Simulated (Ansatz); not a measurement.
A run of Ansatz 0.2.0 is set up as follows.

The input input.yaml:

```yaml
crystal:
  lattice:
    - [4.432465, 0.0, 0.0]
    - [0.0, 4.432465, 0.0]
    - [0.0, 0.0, 4.432465]
  atoms:
    - { symbol: Se, position: [0.0, 0.0, 0.0] }
    - { symbol: Ga, position: [0.5, 0.5, 0.0] }
    - { symbol: Ga, position: [0.5, 0.0, 0.5] }
    - { symbol: Ga, position: [0.0, 0.5, 0.5] }
hamiltonian:
  xc: lda
  pseudopotentials: { kind: paw }
kpoints:
  mp_grid: { grid: [6, 6, 6] }
  band_path:
    path:
      - [[0.0, 0.0, 0.0], [0.0, 0.5, 0.0], [0.5, 0.5, 0.0], [0.0, 0.0, 0.0], [0.5, 0.5, 0.5], [0.0, 0.5, 0.0]]
      - [[0.5, 0.5, 0.0], [0.5, 0.5, 0.5]]
    npoints: 14
scf:
  occupations: { method: fermi_dirac, width: 0.05 }
  n_extra_bands: 10
output:
  forces: true
  stress: true
  eigenvalues: true
  fatbands: true
```

Potentials or basis: Ansatz PAW.

Launch:

```console
$ ansatz run input.yaml --threads 2 --pin off --max-ram 5632MiB --backend cpu --events-out ev --progress --plain --runs-dir out
```

Q: Estimate the pressure.

A: -4.9 GPa.

Q: Estimate the band gap on the k mesh.

A: None (metal or under the smearing width).

Levels at the corners of the path, in eV from the Fermi level:
```
point  band 26  band 27  band 28  band 29  band 30  band 31
    Γ    -2.94    -2.94     1.61     1.61     1.61     4.35
    X    -2.29    -1.00    -0.25    -0.25     1.20     3.94
    M    -0.80    -0.74    -0.74     1.32     1.66     1.66
    Γ    -2.94    -2.94     1.61     1.61     1.61     4.35
    R    -4.81    -4.81    -3.45     3.94     3.94     3.94
    X    -2.29    -1.00    -0.25    -0.25     1.20     3.94
    M    -0.80    -0.74    -0.74     1.32     1.66     1.66
    R    -4.81    -4.81    -3.45     3.94     3.94     3.94
```

Caveat: the PAW data sets come from PBE, with cores solved anew for the run's functional, which leaves a small shift of forces and pressure.
